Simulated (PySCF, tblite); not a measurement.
**C₈H₁₀: geometry, infrared bands and NMR shifts**

Wanted: the infrared bands and NMR shifts of C₈H₁₀ (`CCC=C1C=CC=C1`), by calculation.

Programs: tblite 0.8.0 and PySCF 2.14.0, with density-fitted response routines of our own. Each step states its level of theory. These are calculated values for one molecule in the gas phase, unless marked as measured. Atoms are numbered from 0 throughout.

## (1) Starting geometry

18 atoms, charge 0, multiplicity 1; geometry from: force field or distance geometry start.

Bonds of the start (Å): C0–C1 1.53, C1–C2 1.49, C2–C3 1.31, C3–C4 1.46, C4–C5 1.32, C5–C6 1.46, C6–C7 1.34, C7–C3 1.47, C0–H8 1.10, C0–H9 1.13, C0–H10 1.11, C1–H11 1.12, C1–H12 1.11, C2–H13 1.09, C4–H14 1.09, C5–H15 1.09, C6–H16 1.09, C7–H17 1.10.

## (2) Geometry optimisation with GFN2-xTB

What the job is given:

```
{"job": {"kind": "relax", "xc": "GFN2-xTB", "basis": "xTB"}, "charge": 0, "multiplicity": 1}
C     -2.723400     0.124500     0.230800
C     -1.690000    -0.774600    -0.440800
C     -0.639400     0.135600    -0.967100
C      0.618200     0.117800    -0.615000
C      1.619100     1.035300    -1.155200
C      2.771100     0.728900    -0.583500
C      2.591900    -0.379800     0.354500
C      1.309500    -0.751000     0.350000
H     -2.169800     0.938400     0.717500
H     -3.335300     0.505700    -0.636000
H     -3.361400    -0.474300     0.917900
H     -1.301900    -1.469000     0.347200
H     -2.139300    -1.318700    -1.292500
H     -0.962100     0.866000    -1.704300
H      1.472900     1.825600    -1.892100
H      3.694800     1.261900    -0.794800
H      3.395000    -0.807700     0.956100
H      0.841200    -1.558000     0.930700
```

Command:

```console
> OMP_NUM_THREADS=1 python probes_run.py task.json out
```

This one command runs all jobs of the session in turn.

**Question.** This job is followed by: GFN2-xTB harmonic vibrations, gas phase; GIAO PBE0/pcSseg-1 NMR shielding, non-relativistic, gas phase. Predict these results of the whole session: strongest single infrared mode (GFN2-xTB); zero-point energy (GFN2-xTB); ¹³C shifts against TMS (PBE0/pcSseg-1); ¹H shifts against TMS (PBE0/pcSseg-1, means over atoms taken as alike).

As calculated:

```
                                                              quantity                                                     value
                             strongest single infrared mode (GFN2-xTB)                                     1682 cm⁻¹, 100 km/mol
                                          zero-point energy (GFN2-xTB)                                             95.1 kcal/mol
                                ¹³C shifts against TMS (PBE0/pcSseg-1)  156.3, 151.2, 139.8, 137.5, 131.7, 123.4, 30.2, 16.5 ppm
¹H shifts against TMS (PBE0/pcSseg-1, means over atoms taken as alike)              6.72, 6.64, 6.63, 6.63, 6.25, 2.63, 1.20 ppm
```

**Reading.** Over 61 steps the energy fell by 0.347 eV; of the close pairs, C0–H9 changed most, 1.127 to 1.088 Å. All 48 modes are real, so the xTB geometry is a minimum. The strongest single mode, at 1682 cm⁻¹, moves mainly C3 and C2. Unscaled tight-binding wavenumbers are off by several per cent, some by more. Its intensities can rank the bands wrongly.
